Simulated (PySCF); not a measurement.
# CH8Ge2O: core binding energies at several levels of theory, part 2 of 2

PySCF 2.14.0. Atoms count from 0. The steps go on from the part before.

## (6) X-ray photoelectron lines: HF, X2C

What the job is given:

```
{"job": {"kind": "xps", "xc": "HF"}, "charge": 0, "multiplicity": 1}
Ge    -1.928692    -0.194359    -0.260234
C     -0.274096    -1.125728     0.293912
O      0.803316    -0.807951    -0.551040
Ge     1.955932     0.488324    -0.126131
H     -3.086625    -0.531740     0.702766
H     -1.692914     1.328721    -0.245182
H     -2.309702    -0.624643    -1.687295
H     -0.068645    -0.905550     1.360573
H     -0.456691    -2.212694     0.235177
H      2.514842     0.191163     1.281332
H      1.238207     1.853327    -0.128639
H      3.033869     0.412470    -1.211550
```

With the program's defaults for keys left out, this is: delta-SCF UKS HF, pcX-2 on the ionised atom, pcseg-1 elsewhere, spin-free X2C.

The program printed:

```text
ground state, core basis on atom 1 (C), 153 functions
  cycle   1  E = -4301.97749576  |g| = 5.34e-01
  cycle   2  E = -4302.03288812  |g| = 3.38e-01
  cycle   3  E = -4302.05469508  |g| = 6.09e-02
  cycle   4  E = -4302.05584881  |g| = 1.24e-02
  cycle   5  E = -4302.05590119  |g| = 3.15e-03
  cycle   6  E = -4302.05590470  |g| = 7.53e-04
  cycle   7  E = -4302.05590505  |g| = 2.36e-04
  E(ground) = -4302.05590505 Eh
hole in C 1s of atom 1
  cycle   1  E = -4290.77012415  |g| = 1.49e+00
  cycle   2  E = -4291.09299136  |g| = 8.61e-01
  cycle   3  E = -4291.33575031  |g| = 1.28e-01
  cycle   4  E = -4291.34239365  |g| = 3.95e-02
  cycle   5  E = -4291.34329573  |g| = 1.92e-02
  cycle   6  E = -4291.34389227  |g| = 1.16e-02
  cycle   7  E = -4291.34429055  |g| = 4.39e-03
  cycle   8  E = -4291.34434710  |g| = 1.34e-03
  cycle   9  E = -4291.34435103  |g| = 6.08e-04
  cycle  10  E = -4291.34435185  |g| = 2.83e-04
  E(ion) = -4291.34435185 Eh   <S^2> = 0.7999   hole on atom = 1.000   binding energy = 291.476 eV
ground state, core basis on atom 2 (O), 153 functions
  cycle   1  E = -4302.08654445  |g| = 4.02e-02
  cycle   2  E = -4302.08670987  |g| = 1.19e-02
  cycle   3  E = -4302.08673104  |g| = 6.34e-03
  cycle   4  E = -4302.08673790  |g| = 7.85e-04
  cycle   5  E = -4302.08673821  |g| = 3.38e-04
  E(ground) = -4302.08673821 Eh
hole in O 1s of atom 2
  cycle   1  E = -4281.52536058  |g| = 2.21e+00
  cycle   2  E = -4282.03317623  |g| = 1.22e+00
  cycle   3  E = -4282.36071214  |g| = 1.09e-01
  cycle   4  E = -4282.36423107  |g| = 2.16e-02
  cycle   5  E = -4282.36462696  |g| = 1.15e-02
  cycle   6  E = -4282.36476920  |g| = 4.58e-03
  cycle   7  E = -4282.36479821  |g| = 1.27e-03
  cycle   8  E = -4282.36480038  |g| = 4.03e-04
  E(ion) = -4282.36480038 Eh   <S^2> = 0.7707   hole on atom = 1.000   binding energy = 536.661 eV
```

Wall time 13 s (1 thread of Arm Neoverse V2, shared host); peak memory 0.54 GiB.

The holes in one table. −ε is the ground-state orbital energy:

```csv
hole,stands for,environment,ΔSCF (eV),−ε (eV),⟨S²⟩
C1s on C1,C1,sp3 CH2 bonded to Ge and O,291.48,307.1,0.800
O1s on O2,O2,"oxygen bonded to C, Ge",536.66,559.5,0.771
```

## (7) Core holes by ΔSCF: SCAN, X2C

The job, as its differences from that of step 6:

```diff
@@ -1,2 +1,2 @@
-{"job": {"kind": "xps", "xc": "HF"}, "charge": 0, "multiplicity": 1}
+{"job": {"kind": "xps", "basis": "pcX-1"}, "charge": 0, "multiplicity": 1}
 Ge    -1.928692    -0.194359    -0.260234
```

Level: delta-SCF UKS SCAN, pcX-1 on the ionised atom, pcseg-1 elsewhere, spin-free X2C.

The program printed:

```text
ground state, core basis on atom 1 (C), 132 functions
  cycle   1  E = -4305.93929336  |g| = 6.38e-01
  cycle   2  E = -4305.50808168  |g| = 1.55e+00
  cycle   3  E = -4306.02030180  |g| = 9.70e-02
  cycle   4  E = -4306.02240373  |g| = 4.03e-02
  cycle   5  E = -4306.02278856  |g| = 1.28e-02
  cycle   6  E = -4306.02282602  |g| = 3.81e-03
  cycle   7  E = -4306.02283125  |g| = 6.31e-04
  cycle   8  E = -4306.02282970  |g| = 1.05e-04
  E(ground) = -4306.28937831 Eh
hole in C 1s of atom 1
  cycle   1  E = -4294.72677069  |g| = 1.51e+00
  cycle   2  E = -4293.40647352  |g| = 2.16e+00
  cycle   3  E = -4295.23684804  |g| = 3.76e-01
  cycle   4  E = -4295.28909921  |g| = 1.78e-01
  cycle   5  E = -4295.29836892  |g| = 1.11e-01
  cycle   6  E = -4295.30298428  |g| = 1.23e-02
  cycle   7  E = -4295.30308104  |g| = 3.98e-03
  cycle   8  E = -4295.30309844  |g| = 1.80e-03
  cycle   9  E = -4295.30310545  |g| = 7.29e-04
  cycle  10  E = -4295.30310518  |g| = 1.81e-04
  E(ion) = -4295.56890001 Eh   <S^2> = 0.7735   hole on atom = 1.000   binding energy = 291.719 eV
ground state, core basis on atom 2 (O), 132 functions
  cycle   1  E = -4306.02622042  |g| = 3.93e-02
  cycle   2  E = -4306.02574658  |g| = 5.30e-02
  cycle   3  E = -4306.02651830  |g| = 8.73e-03
  cycle   4  E = -4306.02652379  |g| = 8.32e-03
  cycle   5  E = -4306.02653395  |g| = 4.74e-04
  E(ground) = -4306.29113711 Eh
hole in O 1s of atom 2
  cycle   1  E = -4285.43046306  |g| = 2.23e+00
  cycle   2  E = -4284.64014683  |g| = 2.34e+00
  cycle   3  E = -4286.16307632  |g| = 4.99e-01
  cycle   4  E = -4286.24082143  |g| = 2.08e-01
  cycle   5  E = -4286.26405342  |g| = 7.09e-02
  cycle   6  E = -4286.26631206  |g| = 1.08e-02
  cycle   7  E = -4286.26637540  |g| = 3.22e-03
  cycle   8  E = -4286.26638610  |g| = 7.95e-04
  cycle   9  E = -4286.26638635  |g| = 2.31e-04
  E(ion) = -4286.53324551 Eh   <S^2> = 0.7627   hole on atom = 1.000   binding energy = 537.640 eV
```

Run time: 9.6 s. Hardware: 1 thread of Arm Neoverse V2, shared host; peak memory 0.42 GiB.

The holes in one table. −ε is the ground-state orbital energy:

```csv
hole,stands for,environment,ΔSCF (eV),−ε (eV),⟨S²⟩
C1s on C1,C1,sp3 CH2 bonded to Ge and O,291.72,275.0,0.773
O1s on O2,O2,"oxygen bonded to C, Ge",537.64,516.4,0.763
```

## (8) X-ray photoelectron lines: SCAN, X2C

The job, as its differences from that of step 7:

```diff
@@ -1,2 +1,2 @@
-{"job": {"kind": "xps", "basis": "pcX-1"}, "charge": 0, "multiplicity": 1}
+{"job": {"kind": "xps", "basis": "def2-TZVP"}, "charge": 0, "multiplicity": 1}
 Ge    -1.928692    -0.194359    -0.260234
```

With the program's defaults for keys left out, this is: delta-SCF UKS SCAN, def2-TZVP on the ionised atom, pcseg-1 elsewhere, spin-free X2C.

The program printed:

```text
ground state, core basis on atom 1 (C), 139 functions
  cycle   1  E = -4305.95832115  |g| = 6.47e-01
  cycle   2  E = -4305.50102476  |g| = 1.58e+00
  cycle   3  E = -4306.04173878  |g| = 1.05e-01
  cycle   4  E = -4306.04404906  |g| = 4.82e-02
  cycle   5  E = -4306.04455108  |g| = 1.69e-02
  cycle   6  E = -4306.04462458  |g| = 3.91e-03
  cycle   7  E = -4306.04463151  |g| = 7.00e-04
  cycle   8  E = -4306.04462932  |g| = 1.29e-04
  E(ground) = -4306.31154842 Eh
hole in C 1s of atom 1
  cycle   1  E = -4294.74732325  |g| = 1.47e+00
  cycle   2  E = -4293.48078184  |g| = 2.01e+00
  cycle   3  E = -4295.22243004  |g| = 4.20e-01
  cycle   4  E = -4295.29860405  |g| = 1.58e-01
  cycle   5  E = -4295.30496531  |g| = 1.12e-01
  cycle   6  E = -4295.30972747  |g| = 1.41e-02
  cycle   7  E = -4295.30984664  |g| = 4.05e-03
  cycle   8  E = -4295.30986537  |g| = 2.02e-03
  cycle   9  E = -4295.30987094  |g| = 7.13e-04
  cycle  10  E = -4295.30986900  |g| = 2.14e-04
  E(ion) = -4295.57581196 Eh   <S^2> = 0.7724   hole on atom = 1.000   binding energy = 292.134 eV
ground state, core basis on atom 2 (O), 139 functions
  cycle   1  E = -4306.06898568  |g| = 5.12e-02
  cycle   2  E = -4306.06721991  |g| = 1.07e-01
  cycle   3  E = -4306.06945161  |g| = 8.35e-03
  cycle   4  E = -4306.06945804  |g| = 2.12e-03
  cycle   5  E = -4306.06946406  |g| = 7.98e-04
  cycle   6  E = -4306.06945880  |g| = 1.74e-04
  E(ground) = -4306.33522611 Eh
hole in O 1s of atom 2
  cycle   1  E = -4285.46754078  |g| = 2.15e+00
  cycle   2  E = -4284.71550734  |g| = 2.12e+00
  cycle   3  E = -4286.14613652  |g| = 5.72e-01
  cycle   4  E = -4286.26472513  |g| = 1.97e-01
  cycle   5  E = -4286.28434362  |g| = 8.30e-02
  cycle   6  E = -4286.28750091  |g| = 8.34e-03
  cycle   7  E = -4286.28754390  |g| = 3.15e-03
  cycle   8  E = -4286.28754991  |g| = 6.97e-04
  cycle   9  E = -4286.28754902  |g| = 2.64e-04
  E(ion) = -4286.55505673 Eh   <S^2> = 0.7624   hole on atom = 1.000   binding energy = 538.246 eV
```

Wall time 11 s (1 thread of Arm Neoverse V2, shared host); peak memory 0.42 GiB.

The holes in one table. −ε is the ground-state orbital energy:

```csv
hole,stands for,environment,ΔSCF (eV),−ε (eV),⟨S²⟩
C1s on C1,C1,sp3 CH2 bonded to Ge and O,292.13,275.0,0.772
O1s on O2,O2,"oxygen bonded to C, Ge",538.25,516.6,0.762
```

## (9) X-ray photoelectron lines: SCAN, non-relativistic

The job, as its differences from that of step 8:

```diff
@@ -1,2 +1,2 @@
-{"job": {"kind": "xps", "basis": "def2-TZVP"}, "charge": 0, "multiplicity": 1}
+{"job": {"kind": "xps", "x2c": false}, "charge": 0, "multiplicity": 1}
 Ge    -1.928692    -0.194359    -0.260234
```

With the program's defaults for keys left out, this is: delta-SCF UKS SCAN, pcX-2 on the ionised atom, pcseg-1 elsewhere, non-relativistic.

The program printed:

```text
ground state, core basis on atom 1 (C), 153 functions
  cycle   1  E = -4271.43337968  |g| = 6.83e-01
  cycle   2  E = -4270.97519523  |g| = 1.60e+00
  cycle   3  E = -4271.52283258  |g| = 1.43e-01
  cycle   4  E = -4271.52721158  |g| = 5.33e-02
  cycle   5  E = -4271.52782819  |g| = 1.88e-02
  cycle   6  E = -4271.52791351  |g| = 4.95e-03
  cycle   7  E = -4271.52792070  |g| = 7.50e-04
  cycle   8  E = -4271.52792104  |g| = 1.71e-04
  E(ground) = -4271.79093397 Eh
hole in C 1s of atom 1
  cycle   1  E = -4260.23351273  |g| = 1.51e+00
  cycle   2  E = -4258.87476549  |g| = 2.20e+00
  cycle   3  E = -4260.75076545  |g| = 3.62e-01
  cycle   4  E = -4260.79831779  |g| = 1.79e-01
  cycle   5  E = -4260.80784305  |g| = 1.09e-01
  cycle   6  E = -4260.81221454  |g| = 1.39e-02
  cycle   7  E = -4260.81231769  |g| = 5.04e-03
  cycle   8  E = -4260.81233928  |g| = 2.04e-03
  cycle   9  E = -4260.81234349  |g| = 9.77e-04
  cycle  10  E = -4260.81234531  |g| = 2.13e-04
  E(ion) = -4261.07466686 Eh   <S^2> = 0.7739   hole on atom = 1.000   binding energy = 291.604 eV
ground state, core basis on atom 2 (O), 153 functions
  cycle   1  E = -4271.55418298  |g| = 6.49e-02
  cycle   2  E = -4271.55289558  |g| = 9.31e-02
  cycle   3  E = -4271.55442450  |g| = 2.72e-02
  cycle   4  E = -4271.55454940  |g| = 3.85e-03
  cycle   5  E = -4271.55455686  |g| = 9.27e-04
  cycle   6  E = -4271.55455346  |g| = 2.37e-04
  E(ground) = -4271.81652431 Eh
hole in O 1s of atom 2
  cycle   1  E = -4250.96824072  |g| = 2.23e+00
  cycle   2  E = -4250.18151870  |g| = 2.37e+00
  cycle   3  E = -4251.71840997  |g| = 4.81e-01
  cycle   4  E = -4251.78661971  |g| = 2.12e-01
  cycle   5  E = -4251.81057984  |g| = 7.02e-02
  cycle   6  E = -4251.81276189  |g| = 1.19e-02
  cycle   7  E = -4251.81283993  |g| = 3.12e-03
  cycle   8  E = -4251.81284614  |g| = 9.10e-04
  cycle   9  E = -4251.81284591  |g| = 2.61e-04
  E(ion) = -4252.07611979 Eh   <S^2> = 0.7634   hole on atom = 1.000   binding energy = 537.164 eV
```

Wall time 11 s (1 thread of Arm Neoverse V2, shared host); peak memory 0.48 GiB.

Binding energies by hole, beside the orbital energy of the ground state; the difference holds orbital relaxation and, for a density functional, its self-interaction error:

```csv
hole,stands for,environment,ΔSCF (eV),−ε (eV),⟨S²⟩
C1s on C1,C1,sp3 CH2 bonded to Ge and O,291.60,275.0,0.774
O1s on O2,O2,"oxygen bonded to C, Ge",537.16,516.2,0.763
```

## (10) Outcome

What follows sums up all 2 parts.

| quantity | value |
| --- | --- |
| C1s binding energies, SCAN/pcX-2 | C1 291.71 eV |
| O1s binding energies, SCAN/pcX-2 | O2 537.53 eV |
| C1s binding energies, B3LYP/pcX-2 | C1 291.70 eV |
| O1s binding energies, B3LYP/pcX-2 | O2 537.29 eV |
| C1s binding energies, PBE0/pcX-2 | C1 291.16 eV |
| O1s binding energies, PBE0/pcX-2 | O2 536.83 eV |
| C1s binding energies, PBE/pcX-2 | C1 290.77 eV |
| O1s binding energies, PBE/pcX-2 | O2 536.62 eV |
| C1s binding energies, HF/pcX-2 | C1 291.48 eV |
| O1s binding energies, HF/pcX-2 | O2 536.66 eV |
| C1s binding energies, SCAN/pcX-1 | C1 291.72 eV |
| O1s binding energies, SCAN/pcX-1 | O2 537.64 eV |
| C1s binding energies, SCAN/def2-TZVP | C1 292.13 eV |
| O1s binding energies, SCAN/def2-TZVP | O2 538.25 eV |
| C1s binding energies, SCAN/pcX-2, non-relativistic | C1 291.60 eV |
| O1s binding energies, SCAN/pcX-2, non-relativistic | O2 537.16 eV |

In words: Single values in the summary come from the first sound run of each kind (SCAN/pcX-2), which need not be the best level.
